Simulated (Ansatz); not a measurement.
# BGeH7Si: the cost of one run

Program: Ansatz 0.2.0, driven from Python. Level of theory: Hartree-Fock/def2-SVP. These are calculated values, not measurements.

### 1 The system

Bond lengths: B1–Si2 1.892 Å, Si2–Ge3 2.293 Å, B1–H4 1.127 Å, B1–H5 1.245 Å, Si2–H6 1.487 Å, Si2–H7 1.482 Å, Ge3–H8 1.525 Å, Ge3–H9 1.580 Å, Ge3–H10 1.591 Å. Angles (14 of 15 angles, heavy atoms first): B1–Si2–Ge3 107.3°, B1–Si2–H6 110.8°, B1–Si2–H7 110.6°, Ge3–Si2–H6 110.2°, Ge3–Si2–H7 109.2°, Si2–B1–H4 118.7°, Si2–B1–H5 117.0°, Si2–Ge3–H8 110.6°, Si2–Ge3–H9 110.4°, Si2–Ge3–H10 109.6°, H6–Si2–H7 108.7°, H4–B1–H5 114.9°, H8–Ge3–H9 112.4°, H8–Ge3–H10 107.4°.

The script holds or builds the structure itself.

### 2 Script

run_deck.py reads:

```python
'''Run BGeH7Si from an input written out key by key.'''

import ansatz
import numpy as np

deck = {
    'crystal': {
        'periodic': [False, False, False],
        'atoms': [
            {'symbol': 'B', 'position_ang': [-1.6311, 0.4708, -0.7368]},
            {'symbol': 'Si', 'position_ang': [0.2013, 0.7687, -0.3716]},
            {'symbol': 'Ge', 'position_ang': [0.9289, -0.9701, 0.9335]},
            {'symbol': 'H', 'position_ang': [-1.9549, -0.5521, -1.0832]},
            {'symbol': 'H', 'position_ang': [-2.2715, 1.4183, -1.2289]},
            {'symbol': 'H', 'position_ang': [0.3948, 2.0598, 0.3398]},
            {'symbol': 'H', 'position_ang': [0.9858, 0.7968, -1.6289]},
            {'symbol': 'H', 'position_ang': [0.7906, -2.2937, 0.1889]},
            {'symbol': 'H', 'position_ang': [0.1679, -0.9769, 2.3182]},
            {'symbol': 'H', 'position_ang': [2.4714, -0.7729, 1.2721]},
        ],
    },
    'basis': {'gaussian': {'orbitals': 'def2-SVP'}},
    'hamiltonian': {'xc': 'hf'},
    'output': {'forces': True},
}
session = ansatz.Session.from_dict(deck)
report = session.plan(threads=1).execute().report

print(f'E = {report["free_energy_ev"]:.6f} eV = {report["free_energy_ev"] / 27.211386246:.7f} Ha')
print('converged:', report['converged'], ' doubts:', report['published_state_doubts'] or 'none')
symbols = ['B', 'Si', 'Ge', 'H', 'H', 'H', 'H', 'H', 'H', 'H']
field = report['mean_field']
print('<S^2> =', round(abs(field['state']['spin_squared']), 4), ' all-electron relativity setting:', field['relativity'])
print('passes:', field['passes'])
if 'symmetry' in field:
    print('occupied orbitals by irrep:', field['symmetry']['occupied'])

print('forces (eV/A)')
for symbol, f in zip(symbols, report['forces_ev_ang']):
    print(f'  {symbol:2s} {f[0]:9.4f} {f[1]:9.4f} {f[2]:9.4f}')
charges = report['charge_distribution']
dipole = np.array(charges['dipole_moment_e_ang']) * 4.803205
print('dipole (D): {:.3f} {:.3f} {:.3f}, length {:.3f}'.format(*dipole, np.linalg.norm(dipole)))
print('atom  Mulliken   Lowdin')
for symbol, m, l in zip(symbols, charges['mulliken_charges_e'], charges['lowdin_charges_e']):
    print(f'{symbol:4s} {m:9.3f} {l:8.3f}')
```

### 3 The input behind the calls

The package turns the script's settings into the engine's input:

```yaml
crystal:
  periodic: [false, false, false]
  atoms:
    - { symbol: B, position_ang: [-1.6311, 0.4708, -0.7368] }
    - { symbol: Si, position_ang: [0.2013, 0.7687, -0.3716] }
    - { symbol: Ge, position_ang: [0.9289, -0.9701, 0.9335] }
    - { symbol: H, position_ang: [-1.9549, -0.5521, -1.0832] }
    - { symbol: H, position_ang: [-2.2715, 1.4183, -1.2289] }
    - { symbol: H, position_ang: [0.3948, 2.0598, 0.3398] }
    - { symbol: H, position_ang: [0.9858, 0.7968, -1.6289] }
    - { symbol: H, position_ang: [0.7906, -2.2937, 0.1889] }
    - { symbol: H, position_ang: [0.1679, -0.9769, 2.3182] }
    - { symbol: H, position_ang: [2.4714, -0.7729, 1.2721] }
basis:
  gaussian:
    orbitals: def2-SVP
hamiltonian:
  xc: hf
output:
  forces: true
```

### 4 Launch

On the command line:

```sh
> python run_deck.py
```

What time and memory should one allow on 1 thread of Arm Neoverse V1, shared host?

About 2.4 s, with a peak of 0.24 GiB.
